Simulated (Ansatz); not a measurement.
**RuClI: the cell at several levels of theory**

One table from this session's results is given with a row withheld; the runs are named, their logs left out.

Program: Ansatz 0.2.0. PAW datasets, plane waves, zero pressure. Simulation only: spin-unpolarised, and no claim that this is the phase found in nature.

## Starting point

In-plane lattice: a = 3.535 Å, b = 3.535 Å, γ = 120.0°; thickness between the outer nuclei 3.45 Å. Around Ru lie 3 I at 2.67 Å and 3 Cl at 2.67 Å; around Cl lie 3 Ru at 2.67 Å; around I lie 3 Ru at 2.67 Å.

As a file:

```cif
data_structure
_symmetry_space_group_name_H-M 'P 1'
_symmetry_Int_Tables_number 1
_cell_length_a 3.5346
_cell_length_b 3.5346
_cell_length_c 18.0000
_cell_angle_alpha 90.000
_cell_angle_beta 90.000
_cell_angle_gamma 120.000
_cell_volume 194.76
loop_
_atom_site_label
_atom_site_type_symbol
_atom_site_fract_x
_atom_site_fract_y
_atom_site_fract_z
_atom_site_occupancy
Ru1 Ru 0.33333 0.66667 0.50000 1
Cl1 Cl 0.66667 0.33333 0.59586 1
I1 I 0.66667 0.33333 0.40414 1
```
Two periodic directions, a and b.

Set-up of the first run:

input.yaml

```yaml
crystal:
  lattice:
    - [3.53463479, 0.0, 0.0]
    - [-1.767317395, 3.0610835212, 0.0]
    - [0.0, 0.0, 18.0]
  atoms:
    - { symbol: Ru, position: [0.3333333333, 0.6666666667, 0.5] }
    - { symbol: Cl, position: [0.6666666667, 0.3333333333, 0.5958649856] }
    - { symbol: I, position: [0.6666666667, 0.3333333333, 0.4041350144] }
  periodic: [true, true, false]
kpoints:
  mp_grid: { grid: [12, 12, 1] }
hamiltonian:
  xc: pbe
scf:
  occupations: { method: fermi_dirac, width: 0.02 }
relax:
  f_tol: 0.005
  cell: {}
```

Run with:

```
ansatz run input.yaml --threads 4 --pin off --max-ram 5529MiB --backend cpu --events-out ev --progress --plain --runs-dir out
```

Steps of the session up to this table: Relaxing with PBE; Relaxation with r2SCAN; Relaxing with PBEsol; Relaxing with LDA; Relaxing with HSE06.

One of the session's tables, all rows but one given; the rest of the session is left out.

It belongs to the step «The cells side by side». 

| level | a (Å) | area (Å²/atom) |
| --- | --- | --- |
| PBE | ? | ? |
| r2SCAN | 3.696 | 3.944 |
| PBEsol | 3.655 | 3.856 |
| LDA | 3.621 | 3.785 |
| HSE06 | 3.683 | 3.916 |

Estimate the missing values for PBE.

**Answer.** a (Å): 3.720; area (Å²/atom): 3.995. In the column «a (Å)» it is the highest.

What this shows: From the start to the first minimum the area moved by +10.8 %. LDA gives the smallest cell and PBE the largest; they differ by 5.5 % in area, a mean of 2.7 % in length. The meshes differ: PBE 12×12×1, r2SCAN 12×12×1, PBEsol 12×12×1, LDA 12×12×1, HSE06 6×6×1.

Caveats from the session: Warnings in the runs' records: slab cell height set.
